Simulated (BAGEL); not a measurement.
**CASSCF(2,2)/cc-pVDZ (density fitting with cc-pvdz-jkfit, 2 states averaged) run of C2H3BFNO (SMILES FC/N=C1/BO1)**

Aim: the energy difference between two shapes of C2H3BFNO at CASSCF(2,2)/cc-pVDZ (density fitting with cc-pvdz-jkfit, 2 states averaged), from 2 runs. 

The calculation is run with BAGEL 1.2.2.

2 further runs of the same task are left out: 2 set aside as unsound or not needed.

## (1) The structure to begin with

C2H3BFNO: 9 atoms, total charge 0, spin state singlet. As SMILES, `FC/N=C1/BO1`. The coordinates come from a PBE0-D4/def2-TZVP relaxation. This is one conformer, not always the lowest.

Bond lengths: F1–C2 1.377 Å, C2–N3 1.414 Å, N3–C4 1.233 Å, C4–B5 1.475 Å, C4–O6 1.464 Å, B5–O6 1.354 Å, C2–H7 1.095 Å, C2–H8 1.095 Å, B5–H9 1.182 Å. Some angles: F1–C2–N3 115.2°, C2–N3–C4 126.7°, N3–C4–B5 170.5°, N3–C4–O6 134.6°, B5–C4–O6 54.9°, C4–B5–O6 62.2°, C4–O6–B5 63.0°, F1–C2–H7 107.7°, F1–C2–H8 107.7°, N3–C2–H7 108.4°.

## (2) A single-point energy at CASSCF(2,2)/cc-pVDZ (density fitting with cc-pvdz-jkfit, 2 states averaged)

input.json

```json
{ "bagel" : [

{
  "title" : "molecule",
  "basis" : "cc-pvdz.json",
  "df_basis" : "cc-pvdz-jkfit",
  "angstrom" : true,
  "geometry" : [
    { "atom" : "F", "xyz" : [      -1.102800,      -1.536400,       0.320600 ] },
    { "atom" : "C", "xyz" : [      -0.238200,      -0.969900,       1.230600 ] },
    { "atom" : "N", "xyz" : [       0.477900,       0.155300,       0.761300 ] },
    { "atom" : "C", "xyz" : [       0.400200,       0.663100,      -0.359900 ] },
    { "atom" : "B", "xyz" : [       0.473400,       1.428900,      -1.618300 ] },
    { "atom" : "O", "xyz" : [      -0.371300,       0.372100,      -1.569400 ] },
    { "atom" : "H", "xyz" : [      -0.825100,      -0.665900,       2.103100 ] },
    { "atom" : "H", "xyz" : [       0.482600,      -1.738000,       1.528000 ] },
    { "atom" : "H", "xyz" : [       0.791900,       2.244500,      -2.413000 ] }
  ]
},

{ "title" : "hf" },

{ "title" : "casscf", "nstate" : 2, "nact" : 2, "nclosed" : 21, "maxiter" : 200, "natocc" : true },

{ "title" : "print", "file" : "orbitals.molden", "orbitals" : true }

]}
```

The basis set cc-pVDZ is read from a file made from the Basis Set Exchange's data (not shown).

On the command line:

```bash
$ BAGEL_NUM_THREADS=1 BAGEL input.json > input.out
```

Output:

```text
* using 1 threads per process

  ===============================================================
  ===============================================================

  *** Geometry ***

  { "atom" : "F", "xyz" : [     -2.083990,     -2.903375,      0.605846 ] },
  { "atom" : "C", "xyz" : [     -0.450133,     -1.832845,      2.325497 ] },
  { "atom" : "N", "xyz" : [      0.903100,      0.293474,      1.438648 ] },
  { "atom" : "C", "xyz" : [      0.756268,      1.253077,     -0.680112 ] },
  { "atom" : "B", "xyz" : [      0.894596,      2.700230,     -3.058144 ] },
  { "atom" : "O", "xyz" : [     -0.701655,      0.703167,     -2.965736 ] },
  { "atom" : "H", "xyz" : [     -1.559213,     -1.258369,      3.974283 ] },
  { "atom" : "H", "xyz" : [      0.911982,     -3.284344,      2.887502 ] },
  { "atom" : "H", "xyz" : [      1.496474,      4.241490,     -4.559909 ] },

  Number of auxiliary basis functions:      489

  Since a DF basis is specified, we compute 2- and 3-index integrals:
    o Being stored without compression. Storage requirement is 0.038 GB

  Number of basis functions:       99
  Number of electrons      :       44

    * METHOD: MOLECULE                             0.21

  *** RHF ***

  === Nuclear Repulsion ===
   209.7124320834

      * DIIS with orbital gradients will be used.

  === RHF iteration (cc-pvdz.json) ===
      0       -330.61715885          0.01468289           0.07
      1       -330.77571897          0.01159488           0.07
      2       -330.87974373          0.00186428           0.06
      3       -330.88287844          0.00101064           0.06
      4       -330.88389553          0.00019768           0.07
      5       -330.88396387          0.00009198           0.07
      6       -330.88398472          0.00005287           0.07
      7       -330.88399206          0.00001479           0.07
      8       -330.88399267          0.00000672           0.07
      9       -330.88399276          0.00000297           0.07
     10       -330.88399277          0.00000162           0.07
     11       -330.88399277          0.00000057           0.07
     12       -330.88399277          0.00000023           0.07
     13       -330.88399277          0.00000012           0.07
     14       -330.88399277          0.00000005           0.07
     15       -330.88399277          0.00000003           0.07
     16       -330.88399277          0.00000001           0.07
     17       -330.88399277          0.00000001           0.07
    * SCF iteration converged.

    * Permanent dipole moment:
           (   -0.493228,    -0.546634,    -0.103900) a.u.

    * METHOD: HF                                   1.38

  ---------------------------
      CASSCF calculation
  ---------------------------

    * nstate   :      2
    * nclosed  :     21
    * nact     :      2
    * nvirt    :     76
  === CASSCF iteration (cc-pvdz.json) ===

    * Using the second-order algorithm

      0  0      -330.88414307     6.96e-03      0.02
      0  1      -330.64843028     0.00e+00      0.02

      1  0      -330.88056761     3.69e-04      0.47
      1  1      -330.68527468     0.00e+00      0.47

      2  0      -330.88046655     3.54e-05      0.44
      2  1      -330.68573275     0.00e+00      0.44

      3  0      -330.88048195     6.09e-07      0.43
      3  1      -330.68572371     0.00e+00      0.43

      4  0      -330.88048244     3.74e-09      0.43
      4  1      -330.68572322     0.00e+00      0.43

    * Second-order optimization converged. *

     guess   0:   closed 1.                   open ..
     guess   1:   closed ..                   open 11

  === FCI iteration ===

      0  0      -330.88006913     6.79e-03      0.00
      0  1      -330.68572322     8.87e-08      0.00

      1  0 *    -330.88048244     1.42e-12      0.00
      1  1 *    -330.68572322     4.83e-16      0.00

     * ci vector, state   0, <S^2> = 0.0000
       2.     0.9995372895

     * ci vector, state   1, <S^2> = 0.0000
       ab     0.7071067810
       ba     0.7071067810

    * METHOD: CASSCF                               1.95

    * METHOD: PRINT                                0.02

  ===============================================================
```

Wall time 3.9 s (1 thread of Arm Neoverse V2, shared host).

## (3) The distorted shape at the same level

input.json

```json
{ "bagel": [

{
  "title": "molecule",
  "basis": "cc-pvdz.json",
  "df_basis": "cc-pvdz-jkfit",
  "angstrom": true,
  "geometry": [
    { "atom": "F", "xyz": [      -1.122916,      -1.499515,       0.369148 ] },
    { "atom": "C", "xyz": [      -0.186625,      -0.825922,       1.216597 ] },
    { "atom": "N", "xyz": [       0.464703,       0.171553,       0.824597 ] },
    { "atom": "C", "xyz": [       0.345109,       0.735251,      -0.148339 ] },
    { "atom": "B", "xyz": [       0.440055,       1.347019,      -1.757285 ] },
    { "atom": "O", "xyz": [      -0.361502,       0.427673,      -1.637623 ] },
    { "atom": "H", "xyz": [      -0.791025,      -0.597162,       2.080093 ] },
    { "atom": "H", "xyz": [       0.527864,      -1.807014,       1.505031 ] },
    { "atom": "H", "xyz": [       0.950453,       2.370203,      -2.434668 ] }
  ]
},

{ "title": "hf" },

{ "title": "casscf", "nstate": 2, "nact": 2, "nclosed": 21, "maxiter": 200, "natocc": true },

{ "title": "print", "file": "orbitals.molden", "orbitals": true }

]}
```

The basis set cc-pVDZ is read from a file made from the Basis Set Exchange's data (not shown).

On the command line:

```bash
$ BAGEL_NUM_THREADS=1 BAGEL input.json > input.out
```

Output:

```text
* using 1 threads per process

  ===============================================================
  ===============================================================

  *** Geometry ***

  { "atom" : "F", "xyz" : [     -2.122004,     -2.833673,      0.697589 ] },
  { "atom" : "C", "xyz" : [     -0.352670,     -1.560766,      2.299035 ] },
  { "atom" : "N", "xyz" : [      0.878161,      0.324188,      1.558262 ] },
  { "atom" : "C", "xyz" : [      0.652161,      1.389423,     -0.280320 ] },
  { "atom" : "B", "xyz" : [      0.831583,      2.545497,     -3.320787 ] },
  { "atom" : "O", "xyz" : [     -0.683140,      0.808185,     -3.094659 ] },
  { "atom" : "H", "xyz" : [     -1.494821,     -1.128473,      3.930806 ] },
  { "atom" : "H", "xyz" : [      0.997518,     -3.414762,      2.844096 ] },
  { "atom" : "H", "xyz" : [      1.796096,      4.479035,     -4.600856 ] },

  Number of auxiliary basis functions:      489

  Since a DF basis is specified, we compute 2- and 3-index integrals:
    o Being stored without compression. Storage requirement is 0.038 GB

  Number of basis functions:       99
  Number of electrons      :       44

    * METHOD: MOLECULE                             0.21

  *** RHF ***

  === Nuclear Repulsion ===
   209.3684218944

      * DIIS with orbital gradients will be used.

  === RHF iteration (cc-pvdz.json) ===
      0       -330.44469608          0.01632795           0.07
      1       -330.61570973          0.01381029           0.07
      2       -330.77147476          0.00200615           0.07
      3       -330.77534888          0.00107279           0.07
      4       -330.77648082          0.00021391           0.07
      5       -330.77658896          0.00012416           0.07
      6       -330.77662316          0.00006172           0.07
      7       -330.77663610          0.00002074           0.07
      8       -330.77663753          0.00001216           0.07
      9       -330.77663783          0.00000536           0.07
     10       -330.77663792          0.00000222           0.07
     11       -330.77663792          0.00000100           0.07
     12       -330.77663792          0.00000041           0.07
     13       -330.77663792          0.00000019           0.07
     14       -330.77663792          0.00000010           0.07
     15       -330.77663792          0.00000006           0.07
     16       -330.77663792          0.00000002           0.07
     17       -330.77663792          0.00000001           0.07
     18       -330.77663792          0.00000001           0.07
    * SCF iteration converged.

    * Permanent dipole moment:
           (   -0.664352,    -0.553038,    -0.431192) a.u.

    * METHOD: HF                                   1.45

  ---------------------------
      CASSCF calculation
  ---------------------------

    * nstate   :      2
    * nclosed  :     21
    * nact     :      2
    * nvirt    :     76
  === CASSCF iteration (cc-pvdz.json) ===

    * Using the second-order algorithm

      0  0      -330.77700945     5.54e-03      0.02
      0  1      -330.56446665     0.00e+00      0.02

      1  0      -330.77185740     2.98e-04      0.48
      1  1      -330.59539365     0.00e+00      0.48

      2  0      -330.77201164     3.63e-06      0.47
      2  1      -330.59530670     0.00e+00      0.47

      3  0      -330.77201377     5.12e-07      0.47
      3  1      -330.59530460     0.00e+00      0.47

      4  0      -330.77201381     7.36e-08      0.44
      4  1      -330.59530456     0.00e+00      0.44

      5  0      -330.77201381     1.06e-08      0.39
      5  1      -330.59530455     0.00e+00      0.39

      6  0      -330.77201381     1.52e-09      0.35
      6  1      -330.59530455     0.00e+00      0.35

    * Second-order optimization converged. *

     guess   0:   closed 1.                   open ..
     guess   1:   closed ..                   open 11

  === FCI iteration ===

      0  0      -330.77164623     6.34e-03      0.00
      0  1      -330.59530426     1.38e-04      0.00

      1  0 *    -330.77201381     0.00e+00      0.00
      1  1 *    -330.59530455     1.66e-16      0.00

     * ci vector, state   0, <S^2> = 0.0000
       2.     0.9989238564

     * ci vector, state   1, <S^2> = 0.0000
       ab    -0.7066426002
       ba    -0.7066426002

    * METHOD: CASSCF                               2.78

    * METHOD: PRINT                                0.02

  ===============================================================
```

Run time: 4.8 s. Hardware: 1 thread of Arm Neoverse V2, shared host.

## (4) Outcome

Level: CASSCF(2,2)/cc-pVDZ (density fitting with cc-pvdz-jkfit, 2 states averaged).

| quantity | value |
| --- | --- |
| first shape: energy of the lowest of 2 roots | -330.88048 Eh |
| first shape: lowest excitation energy within this active space | 5.30 eV |
| distorted shape: energy of the lowest of 2 roots | -330.77201 Eh |
| distorted shape: lowest excitation energy within this active space | 4.81 eV |
| energy change with the atoms displaced | 2.952 eV |

With the atoms displaced the energy rises by 2.95 eV (285 kJ/mol). The first shape isn't relaxed at this level, so the change isn't measured from a minimum. The orbitals (first shape) are averaged over several states, so each root lies above its own optimum (it can stand above Hartree-Fock), and forces and dipoles share that bias. The orbitals (distorted shape) are averaged over several states, so each root lies above its own optimum (it can stand above Hartree-Fock), and forces and dipoles share that bias.
